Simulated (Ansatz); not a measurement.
# LuGaN2: the band gap up the ladder of functionals

An exercise on one series of results from a longer session: the logs are not shown, and one member is left open.

Code: Ansatz 0.2.0. PAW datasets, plane waves. No spin polarisation and no zero-point or thermal motion; the cell was built from a prototype and may be hypothetical.

## The system as given

The cell was relaxed beforehand with r2SCAN.

Space group R-3m (No. 166), trigonal; a = 3.218 Å, c = 15.201 Å in the conventional setting, 11.36 Å³ an atom. Near Ga stand 6 N at 2.20 Å; near Lu stand 6 N at 2.30 Å; near N stand 3 Ga at 2.20 Å and 3 Lu at 2.30 Å.

The structure in full:

```cif
data_structure
_symmetry_space_group_name_H-M 'R-3m:H'
_symmetry_Int_Tables_number 166
_cell_length_a 3.2181
_cell_length_b 3.2181
_cell_length_c 15.2010
_cell_angle_alpha 90.000
_cell_angle_beta 90.000
_cell_angle_gamma 120.000
_cell_volume 136.33
loop_
_atom_site_label
_atom_site_type_symbol
_atom_site_symmetry_multiplicity
_atom_site_Wyckoff_symbol
_atom_site_fract_x
_atom_site_fract_y
_atom_site_fract_z
_atom_site_occupancy
Ga1 Ga 3 a 0.00000 0.00000 0.00000 1
Lu1 Lu 3 b 0.66667 0.33333 0.83333 1
N1 N 6 c 0.33333 0.66667 0.92305 1
```

The first run:

input.yaml

```yaml
crystal:
  lattice:
    - [1.6090533074, 0.9289873602, 5.0670005234]
    - [-1.6090533074, 0.9289873602, 5.0670005234]
    - [0.0, -1.8579747204, 5.0670005234]
  atoms:
    - { symbol: Ga, position: [1.0, 0.0, 0.0] }
    - { symbol: Lu, position: [0.5, 0.5, 0.5] }
    - { symbol: "N", position: [0.2563826318, 0.2563826318, 0.2563826318] }
    - { symbol: "N", position: [0.7436173682, 0.7436173682, 0.7436173682] }
kpoints:
  mp_grid: { grid: [10, 10, 10] }
  band_path:
    path:
      - [[0.0, 0.0, 0.0], [0.5, 0.5, 0.5], [0.8109241281724, 0.1890758718276, 0.5]]
      - [[0.5, -0.1890758718276, 0.1890758718276], [0.5, 7.254307977869e-17, 6.802542814481e-17], [0.0, 0.0, 0.0], [0.3445379359138, -0.3445379359138, 1.720137424173e-17]]
      - [[0.6554620640862, 5.119005381236e-17, 0.3445379359138], [0.5, 8.478734693538e-17, 0.5], [0.0, 0.0, 0.0]]
    npoints: 10
hamiltonian:
  xc: pbe
scf:
  occupations: { method: fermi_dirac, width: 0.02 }
  n_extra_bands: 5
output:
  forces: true
  stress: true
  eigenvalues: true
```

Command:

```bash
ansatz run input.yaml --threads 2 --pin off --max-ram 2211MiB --backend cpu --events-out ev --progress --plain --runs-dir out
```

Among the steps run: Band structure with PBE; r2SCAN; Single point with HSE06; PBE+SOC; PBE0.

One of the session's tables, all rows but one given; the rest of the session is left out.

```
  level  gap (eV)
    PBE      1.48
 r2SCAN      1.91
  HSE06         ?
PBE+SOC      1.45
   PBE0      3.36
```

Q: Estimate the row for HSE06 from the others.

As computed: gap (eV): 2.66. In the column «gap (eV)» it lies between r2SCAN (1.91) and PBE0 (3.36).

Meshes: PBE 10×10×10, r2SCAN 10×10×10, HSE06 6×6×6, PBE+SOC 10×10×10, PBE0 6×6×6

PBE+SOC gives the least gap, 1.45 eV, and PBE0 the largest, 3.36 eV. Against HSE06, PBE is short by 1.18 eV, at 56 % of it, and r2SCAN 72 %. PBE0 lies 0.70 eV above HSE06, which differs from it by screening the long-range exchange.

Limits of these values: Warnings in the runs' records: stress scf threshold loose, stress exchange threshold loose.
